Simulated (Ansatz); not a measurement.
# Mg2S3O2: the cost of one run

Program: Ansatz 0.2.0. Level of theory: DFT PBE, scalar-relativistic, plane waves, PAW. These are calculated values, not measurements.

## (1) Starting point

It takes space group I4/mmm (No. 139, tetragonal). Conventional cell: a = 5.388 Å, b = 5.388 Å, c = 8.623 Å, α = 90.00°, β = 90.00°, γ = 90.00°. Mg (site symmetry mmm) is surrounded by 6 S at 2.69 to 3.04 Å. S (site symmetry 4mm) is surrounded by 1 O at 1.12 Å. Around S (site symmetry 4/mmm) lie 2 O at 1.78 Å. Around O (site symmetry 4mm) lie 1 S at 1.12 Å.

As a file:

```
CELL_PARAMETERS angstrom
-2.69389 2.69389 4.31126
2.69389 -2.69389 4.31126
2.69389 2.69389 -4.31126
ATOMIC_POSITIONS crystal
Mg 0.50000 0.00000 0.50000
Mg 0.00000 0.50000 0.50000
S 0.66262 0.66262 0.00000
S 0.33738 0.33738 0.00000
S 0.00000 0.00000 0.00000
O 0.20701 0.20701 0.00000
O 0.79299 0.79299 0.00000
```

Recipe of the guess: random cell by space group and Wyckoff sites (I4/mmm, No. 139). Its size is a rough estimate.

## (2) Probe: one point on a coarse mesh

input.yaml reads:

```yaml
crystal:
  lattice:
    - [-2.6938907, 2.6938907, 4.31125873]
    - [2.6938907, -2.6938907, 4.31125873]
    - [2.6938907, 2.6938907, -4.31125873]
  atoms:
    - { symbol: Mg, position: [0.5, 0.0, 0.5] }
    - { symbol: Mg, position: [0.0, 0.5, 0.5] }
    - { symbol: S, position: [0.66262329, 0.66262329, 0.0] }
    - { symbol: S, position: [0.33737671, 0.33737671, 0.0] }
    - { symbol: S, position: [0.0, 0.0, 0.0] }
    - { symbol: O, position: [0.2070128, 0.2070128, 0.0] }
    - { symbol: O, position: [0.7929872, 0.7929872, 0.0] }
basis:
  ecutwfc: 420
kpoints:
  mp_grid: { grid: [4, 4, 4] }
hamiltonian:
  xc: pbe
scf:
  occupations: { method: gaussian, width: 0.1 }
  lower_state_search: "off"
output:
  forces: true
  stress: true
  eigenvalues: true
```

Command:

```sh
$ ansatz run input.yaml --threads 1 --pin off --max-ram 2560MiB --backend cpu --events-out ev --progress --plain --runs-dir out
```

What time and memory should one allow on 1 thread of Intel Xeon Platinum 8259CL at 2.50GHz (Skylake/Cascade Lake), shared host?

About 4.3 s, with a peak of 0.43 GiB.
